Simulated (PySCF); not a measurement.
# From one method to the next for InCl

Aim: see what other levels and later steps give for InCl.

The runs use PySCF 2.14.0; each script names its method and basis.

2 further runs of the same task are left out: 2 for a known fault of the program.

### Step 1. The system as given

InCl: 2 atoms, charge 0, spin multiplicity 1.

Bond lengths: In1–Cl2 2.478 Å.

### Step 2. Base script

input.py

```python
from pyscf import gto, scf, mp

mol = gto.M(
    atom='In 0 0 0; Cl 0 0 2.478',
    basis='lanl2dz',
    ecp={'In': 'lanl2dz', 'Cl': 'lanl2dz'},
    charge=0,
    spin=0,
    verbose=3,
)
mf = scf.RHF(mol)
mf.kernel()
mp.MP2(mf).kernel()
mf.dip_moment()
print('orbital energies (hartree):', mf.mo_energy[..., max(0, mol.nelec[1]-3):mol.nelec[0]+3].round(4))
```

Launch:

```sh
$ OMP_NUM_THREADS=1 python input.py
```

### Step 3. M062x (RKS)

Edit 1 changes functional: none (Hartree–Fock) → m062x; SCF type: RHF → RKS; step after the SCF: mp2 → analyze.

Edit input.py of step 2 so:

```diff
@@ -1,2 +1,2 @@
-from pyscf import gto, scf, mp
+from pyscf import gto, dft
 
@@ -10,5 +10,5 @@
 )
-mf = scf.RHF(mol)
+mf = dft.RKS(mol, xc='m062x')
 mf.kernel()
-mp.MP2(mf).kernel()
+mf.mulliken_pop()
 mf.dip_moment()
```

### Step 4. Population analysis

Edit 2 changes step after the SCF: mp2 → analyze.

Edit input.py of step 2 so:

```diff
@@ -1,2 +1,2 @@
-from pyscf import gto, scf, mp
+from pyscf import gto, scf
 
@@ -12,3 +12,3 @@
 mf.kernel()
-mp.MP2(mf).kernel()
+mf.mulliken_pop()
 mf.dip_moment()
```

### Step 5. ROHF

Edit 3 changes SCF type: RHF → ROHF.

Edit input.py of step 2 so:

```diff
@@ -10,3 +10,3 @@
 )
-mf = scf.RHF(mol)
+mf = scf.ROHF(mol)
 mf.kernel()
```

### Step 6. Stability test

Edit 4 changes step after the SCF: mp2 → stability.

Edit input.py of step 2 so:

```diff
@@ -1,2 +1,2 @@
-from pyscf import gto, scf, mp
+from pyscf import gto, scf
 
@@ -12,3 +12,3 @@
 mf.kernel()
-mp.MP2(mf).kernel()
+mf.stability(internal=True, external=True)
 mf.dip_moment()
```

### Step 7. Gradient

Edit 5 changes step after the SCF: mp2 → gradient.

Edit input.py of step 2 so:

```diff
@@ -1,2 +1,2 @@
-from pyscf import gto, scf, mp
+from pyscf import gto, scf
 
@@ -12,3 +12,3 @@
 mf.kernel()
-mp.MP2(mf).kernel()
+mf.nuc_grad_method().kernel()
 mf.dip_moment()
```

### Step 8. M06l (RKS)

Edit 6 changes functional: none (Hartree–Fock) → m06l; SCF type: RHF → RKS; step after the SCF: mp2 → analyze.

Edit input.py of step 2 so:

```diff
@@ -1,2 +1,2 @@
-from pyscf import gto, scf, mp
+from pyscf import gto, dft
 
@@ -10,5 +10,5 @@
 )
-mf = scf.RHF(mol)
+mf = dft.RKS(mol, xc='m06l')
 mf.kernel()
-mp.MP2(mf).kernel()
+mf.mulliken_pop()
 mf.dip_moment()
```

What does the calculation give? Wanted: for each run, E(SCF); from base; SCF dipole; after the SCF.

**Answer**, as computed:

| run | E(SCF) (hartree) | from base (eV) | SCF dipole (D) | after the SCF |
| --- | --- | --- | --- | --- |
| base | -16.584186 | 0 | 4.91 | MP2 correlation -1.452 eV |
| m062x (RKS) | -16.841993 | not comparable | 4.50 | n/a |
| population analysis | -16.584186 | 0.0000 | 4.91 | n/a |
| ROHF | -16.584186 | 0.0000 | 4.91 | MP2 correlation -1.452 eV |
| stability test | -16.584186 | 0.0000 | 4.91 | stable |
| gradient | -16.584186 | 0.0000 | 4.91 | n/a |
| m06l (RKS) | -16.886564 | not comparable | 3.87 | n/a |

In words: The SCF energy stays the same, to the digits that matter, with ROHF. A lower total energy from another functional means nothing by itself.
